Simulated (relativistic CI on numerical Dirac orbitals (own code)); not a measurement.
**Hg XLVII (Hg⁴⁶⁺): levels and lines**

Aim: the low levels of Hg⁴⁶⁺, their labels and the strongest lines; further runs change one setting each.

Method: Dirac-Coulomb-Breit CI, KLI orbitals optimised for each configuration, model QED (radiative potential, 1s self-energy scaled to tabulated hydrogen-like ionisation energies). Code: relativistic CI on numerical Dirac orbitals (own code) version 4.

### Step 1. What is computed

| Item | Value |
| --- | --- |
| ion | Hg⁴⁶⁺ (Hg XLVII) |
| nuclear charge | 80 |
| electrons | 34 |
| isotope | A = 202 |
| first configuration typed | [Ar] 3d10 4s2 4p4 |

The outer shells:

first configuration typed
```
[Ar] core
3d [↑↓][↑↓][↑↓][↑↓][↑↓]
4s [↑↓]
4p [↑↓][↑ ][↑ ]
```

### Step 2. Base run

Input settings:

```ini
atom Hg  Z=80  charge=46  electrons=34
nucleus A=202  rms_radius_fm=5.4648
hamiltonian dirac-coulomb  breit=on  qed=on  c_scale=1
orbitals kli  potential=per-configuration
slater_scale 1
correlation none
mixing on
configurations
  [Ar] 3d10 4s2 4p4
  [Ar] 3d10 4s 4p5
  [Ar] 3d10 4s2 4p3 4d
  [Ar] 3d10 4p6
  [Ar] 3d10 4s 4p4 4d
  [Ar] 3d10 4s2 4p3 4f
  [Ar] 3d10 4s 4p4 4f
  [Ar] 3d10 4p5 4d
  [Ar] 3d10 4s 4p3 4d2
  [Ar] 3d10 4s2 4p2 4d 4f
  [Ar] 3d10 4p5 4f
  [Ar] 3d10 4p4 4d2
  [Ar] 3d10 4p3 4d3
  [Ar] 3d10 4p3 4d2 4f
end
```

The run is started by

```bash
python run_levels.py task.json out
```

One command runs all members of the session, one after another, from task.json.

### Step 3. Without the Breit term

The settings differ from step 2 so:

```diff
@@ -2,3 +2,3 @@
 nucleus A=202  rms_radius_fm=5.4648
-hamiltonian dirac-coulomb  breit=on  qed=on  c_scale=1
+hamiltonian dirac-coulomb  breit=off  qed=on  c_scale=1
 orbitals kli  potential=per-configuration
```

### Step 4. The first configuration alone

Input settings:

```ini
atom Hg  Z=80  charge=46  electrons=34
nucleus A=202  rms_radius_fm=5.4648
hamiltonian dirac-coulomb  breit=on  qed=on  c_scale=1
orbitals kli  potential=per-configuration
slater_scale 1
correlation none
mixing on
configurations
  [Ar] 3d10 4s2 4p4
end
```

(Steps that only read results are left out.)

**Question.** What will these runs give? Wanted: lowest level; first excitation; lowest level of the other parity; fastest E1 line; ionisation energy.

The runs gave:

| run | time | mean size of shift, levels followed (cm⁻¹) | lowest level | ionisation energy (eV) |
| --- | --- | --- | --- | --- |
| main run | 2 s | 0 | 4p4 [4p3/2^2] J=2 | 2477.7 |
| without the Breit term | 1.6 s | 7301 | 4p4 [4p3/2^2] J=2 | 2480.0 |
| the first configuration alone | 0.04 s | 4801 | 4p4 [4p3/2^2] J=2 | - |

The tabulated theoretical ionisation energy (NIST) is 2478 eV.

```
                                                                         quantity                                                  value
                                                                     lowest level                                      4p4 [4p3/2^2] J=2
                                                                 first excitation                          4p4 [4p3/2^2] J=0, 92074 cm⁻¹
                                                 lowest level of the other parity                   4p3 4d [4p3/2 4d3/2] J=2°, 173.18 eV
                                                              levels in the model                                                   2773
fastest E1 line (by rate) to the lowest level among the lowest 200 of 2773 levels  3.701 nm, from 4p3 4d [4p1/2 4p3/2^2 4d3/2] J=3° (ii)
                                                                ionisation energy                                              2477.7 eV
                                  ionisation energy, tabulated theoretical (NIST)                                                2478 eV
```

In words: The lowest level is 4p4 [4p3/2^2] J=2, 69 % pure in LS and 99 % in jj coupling; over the low levels the means are 53 and 96 %, so jj coupling describes them better. The ionisation energy agrees with the tabulated theoretical value within its uncertainty of 4 eV. Of the changes tried, the run «without the Breit term» moves the low levels most, by 7301 cm⁻¹ on average. Lifetimes count radiative decay inside the model alone.
